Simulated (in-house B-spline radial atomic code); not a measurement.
# Excited states and polarisability of Au⁺ by several methods

The task here is to estimate one member of a computed series from the others.

The numbers are computed with in-house B-spline radial atomic code version 1 (linear response of a closed shell, each method with its own adiabatic kernel; spin-free one-electron X2C, finite nucleus; B-spline basis; no spin-orbit coupling, no double excitations; only terms of natural parity, (−1)^L, with L up to 3 are computed), except any that are marked as measured or tabulated.

## What is computed

| Quantity | Value |
| --- | --- |
| element | gold (Z = 79) |
| charge | +1 |
| configuration | [Xe] 4f14 5d10 |
| runs | TDHF; BSE on G0W0@HF; LDA (VWN5); PBE; PBE0; B3LYP; CAM-B3LYP; LC-ωPBE; ωB97X; HSE06; BHandHLYP; BLYP; PBEsol; BP86; exchange-only LDA; B97-1; RPBE; OLYP |

Outer shells as boxes (Hund's rule):

Au⁺
```
[Xe] core
4f [↑↓][↑↓][↑↓][↑↓][↑↓][↑↓][↑↓]
5d [↑↓][↑↓][↑↓][↑↓][↑↓]
```

Set-up of the first run:

Input settings:

```ini
Z = 79
electrons = 78.0
configuration = [Xe] 4f14 5d10
hamiltonian = x2c
method = hf
box_radius = 41.61
rms_radius = 5.4371
intervals = 74
```

Run with:

```
$ python run_td.py task.json out
```

One command runs all members of the session, one after another, from task.json.

Among the steps run: TDHF.

One of the session's tables, all rows but one given; the rest of the session is left out.

It belongs to the step «TDHF». 

```
   state  full (eV)  Tamm-Dancoff (eV)
5d→6s ³D      2.655              2.775
5d→6s ¹D      3.774              3.827
5d→6p ³P      9.056              9.137
5d→6p ³F      9.515              9.573
5d→6p ¹F      9.963              9.973
5d→6p ¹P     10.475             10.591
5d→7s ³D     14.142             14.150
5d→7s ¹D     14.269             14.274
5d→6d ³S     14.797             14.833
5d→6d ³D          ?                  ?
5d→6d ¹D     15.385             15.390
5d→7p ³P     15.673             15.686
5d→7p ³F     15.775             15.784
5d→7p ¹F     15.862             15.864
```

Estimate the missing values for 5d→6d ³D.

As computed: full (eV): 15.247; Tamm-Dancoff (eV): 15.258. In the column «full (eV)» it lies between 5d→6d ³S (14.797) and 5d→6d ¹D (15.385).
